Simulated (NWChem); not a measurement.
# CH3O (SMILES C[O]) at UB3LYP/aug-pcseg-2

What is the electronic atomisation energy of CH3O at UB3LYP/aug-pcseg-2? 

The calculation is run with NWChem 7.3.0.

### Step 1. Starting point

The species is CH3O (5 atoms), meant as a doublet with charge 0. As SMILES, `C[O]`. Geometry: relaxed at PBE0-D4/def2-TZVP.

Bond lengths: C1–O2 1.355 Å, C1–H3 1.108 Å, C1–H4 1.100 Å, C1–H5 1.100 Å. Angles: O2–C1–H3 105.3°, O2–C1–H4 113.5°, O2–C1–H5 113.5°, H3–C1–H4 106.2°, H3–C1–H5 106.2°, H4–C1–H5 111.5°.

### Step 2. The energy at UB3LYP/aug-pcseg-2 (run 1)

File ch3o.nw:

```
start ch3o
title "CH3O energy"
memory stack 880 mb heap 220 mb global 1100 mb

geometry units angstroms noautosym nocenter noautoz
 C    -0.000300    0.051900    0.013800
 O     0.981100   -0.843300   -0.254000
 H    -0.948700   -0.508200   -0.108100
 H    -0.041600    0.884500   -0.703800
 H     0.009500    0.415200    1.052100
end

basis spherical bse
 * library aug-pcseg-2
end

dft
 xc b3lyp
 mult 2
 grid fine
 convergence energy 1e-08
 iterations 100
 mulliken
 print low
end

task dft
```

Launch:

```bash
$ nwchem ch3o.nw > ch3o.out
```

Log:

```text
[...]
 d= 0,ls=0.0,diis     1   -115.0269818470 -1.50D+02  2.75D-03  1.25D-01     6.3
[...]
 d= 0,ls=0.0,diis    11   -115.1056627512 -4.16D-09  9.40D-08  1.48D-10    65.1
[...]
         Total DFT energy =     -115.105662751220
      One electron energy =     -224.680933941823
           Coulomb energy =       90.114838780002
    Exchange-Corr. energy =      -15.082997969857
 Nuclear repulsion energy =       34.543430380458
[...]
      Total Density - Mulliken Population Analysis
     ---------------------------------------------
    Atom       Charge   Shell Charges
 -----------   ------   -------------------------------------------------------
    1 C    6     5.91   2.00  0.54  0.37  0.19  0.01  1.39  1.08  0.25  0.01  0.01  0.06 -0.01  0.00 -0.00
    2 O    8     8.56   2.00  0.65  0.89  0.46  0.12  1.94  1.83  0.66  0.02  0.00  0.02 -0.02  0.00 -0.01
    3 H    1     0.90   0.43  0.43  0.03 -0.00  0.01  0.04 -0.03  0.00 -0.00
    4 H    1     0.82   0.44  0.43 -0.06 -0.00  0.01  0.03 -0.03  0.00 -0.00
    5 H    1     0.82   0.44  0.43 -0.06 -0.00  0.01  0.03 -0.03  0.00 -0.00
[...]
      <S2> =      0.7539 (Exact =     0.7500)
[...]
```

It took 66 s on 1 thread of Intel Xeon Platinum 8559C (Emerald Rapids), shared host; peak memory 0.13 GiB.

### Step 3. The C atom at the same level (run 2)

File c.nw:

```
START c
TITLE "C"
memory 2200 mb
GEOMETRY units angstrom noautosym nocenter noautoz
 C     0.000000    0.000000    0.000000
END
BASIS spherical bse
 * library aug-pcseg-2
END
DFT
 xc b3lyp
 mult 3
 grid fine
 convergence energy 1e-08
 iterations 100
 mulliken
 print low
END
TASK dft energy
```

Run the same way, it converges to -37.85918 Eh (log not shown).

### Step 4. The H atom at the same level (run 3)

File mymol.nw:

```
START mymol
TITLE "H"
memory stack 880 mb heap 220 mb global 1100 mb

GEOMETRY noautosym nocenter noautoz
  H     0.000000    0.000000    0.000000
END

BASIS spherical bse
  * library aug-pcseg-2
END

DFT
  xc b3lyp
  mult 2
  grid fine
  convergence energy 1e-08
  iterations 100
  mulliken
  print low
END

TASK dft energy
```

Run the same way, it converges to -0.50237 Eh (log not shown).

### Step 5. The O atom at the same level (run 4)

File mol.nw:

```
start mol
memory stack 880 mb heap 220 mb global 1100 mb

geometry units angstrom noautosym nocenter noautoz
  O      0.000000     0.000000     0.000000
end

basis "ao basis" spherical bse
  * library aug-pcseg-2
end

dft
  xc b3lyp
  mult 3
  grid fine
  convergence energy 1e-08
  maxiter 100
  mulliken
  print low
end

task dft energy
```

Run the same way, it converges to -75.09555 Eh (log not shown).

### Step 6. The series

```csv
run,partner,energy (Eh),⟨S²⟩,wall time
1,base,-115.105663,0.754,66 s
2,atoms,-37.859176,2.004,1.3 s
3,atoms,-0.502373,0.750,0.66 s
4,atoms,-75.095547,2.004,1.4 s
```

### Step 7. Outcome

Level: UB3LYP/aug-pcseg-2.

| quantity | value |
| --- | --- |
| O atom: total energy | -75.09555 Eh |
| O atom: ⟨S²⟩ | 2.004 |
| electronic atomisation energy | 17.519 eV |

**Reading.** Taking the molecule apart into free atoms costs 17.52 eV (404 kcal/mol), before zero-point energy and without spin-orbit coupling. All runs together took 69 s, the longest 66 s.
